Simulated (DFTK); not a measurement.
A run of DFTK 0.8.2 is set up as follows.

File run.jl:

```julia
using DFTK
using PseudoPotentialData
using Unitful, UnitfulAtomic
using LinearAlgebra, Printf
include("save.jl")
disable_threading()

# lattice vectors are the columns
lattice = austrip(1u"Å") * [         3.196            0.0            0.0;
                      0.0          3.196            0.0;
                      0.0            0.0          3.196]
symbols   = [:In, :Rh]
positions = [[0.5, 0.5, 0.5],
             [0.0, 0.0, 0.0]]
pseudopotentials = PseudoFamily("dojo.nc.sr.pbe.v0_4_1.standard.upf")
elements = Dict(s => ElementPsp(s, pseudopotentials) for s in unique(symbols))
atoms    = [elements[s] for s in symbols]

build_model(lattice, positions; symmetries=true) =
    model_DFT(lattice, atoms, positions;
              functionals=PBE(),
              temperature=austrip(0.05u"eV"),
              smearing=Smearing.FermiDirac(),
              symmetries)
Ecut  = 44.0  # hartree
kgrid = [8, 8, 8]
tol   = 1e-6
to_GPa = ustrip(uconvert(u"GPa", 1u"hartree/bohr^3"))

results["points"] = []
for scale in [0.94, 0.96, 0.98, 1.0, 1.02, 1.04, 1.06]
    println("\n=== scale = ", scale)
    model = build_model(cbrt(scale) * lattice, positions)
    basis = PlaneWaveBasis(model; Ecut, kgrid)
    t0 = time()
    scfres = self_consistent_field(basis;
                                   tol,
                                   nbandsalg=AdaptiveBands(model; n_bands_converge=20))
    seconds = time() - t0
    @printf "SCF: %d iterations, %.1f s\n" scfres.n_iter seconds
    forces = compute_forces_cart(scfres)
    stress = compute_stresses_cart(scfres)
    @printf "V = %.5f Å^3  F = %.8f Ha  max force = %.5f eV/Å  p = %.4f GPa\n" ustrip(auconvert(u"Å^3", model.unit_cell_volume)) scfres.energies.total ustrip(auconvert(u"eV/Å", maximum(norm, forces))) (-tr(stress) / 3 * to_GPa)
    push!(results["points"], save_scf!(scfres; forces, stress, d=Dict{String,Any}("seconds" => seconds, "n_matvec" => get(scfres, :n_matvec, 0))))
end

# third-order Birch-Murnaghan fit in x = V^(-2/3)
V = [0.94, 0.96, 0.98, 1.0, 1.02, 1.04, 1.06] * abs(det(lattice))
E = [p["total"] for p in results["points"]]
x = V .^ (-2 / 3)
c = [x .^ 0 x x .^ 2 x .^ 3] \ E
Δ = c[3]^2 - 3c[2] * c[4]
if Δ > 0
    x0 = (-c[3] + sqrt(Δ)) / 3c[4]
    B0 = 4 / 9 * x0^(7 / 2) * (2c[3] + 6c[4] * x0)
    @printf "V0 = %.4f Å^3  B0 = %.2f GPa\n" ustrip(auconvert(u"Å^3", x0^(-3 / 2))) B0 * to_GPa
end
```

Potentials or basis: dojo.nc.sr.pbe.v0_4_1.standard.upf (PBE).

Run with:

```console
$ julia --threads=1 run.jl  # save.jl only writes the numbers to a file and isn't shown; printed stress counts tension as positive; times include loading and compiling
```

Q: What does it give for the equilibrium volume?

A: 16.99 Å³/atom.

Q: What does it give for the bulk modulus?

A: 151 GPa.

Q: Estimate the pressure derivative of the bulk modulus.

A: 5.1.

Energy against volume, from the lowest point:
| volume (Å³/atom) | energy (meV/atom) |
| --- | --- |
| 15.343 | 92.38 |
| 15.670 | 56.86 |
| 15.996 | 30.86 |
| 16.323 | 13.33 |
| 16.649 | 3.32 |
| 16.976 | 0.00 |
| 17.302 | 2.62 |

PBE usually gives volumes a little too large and moduli too small. Zero-point motion and thermal expansion aren't in these numbers.
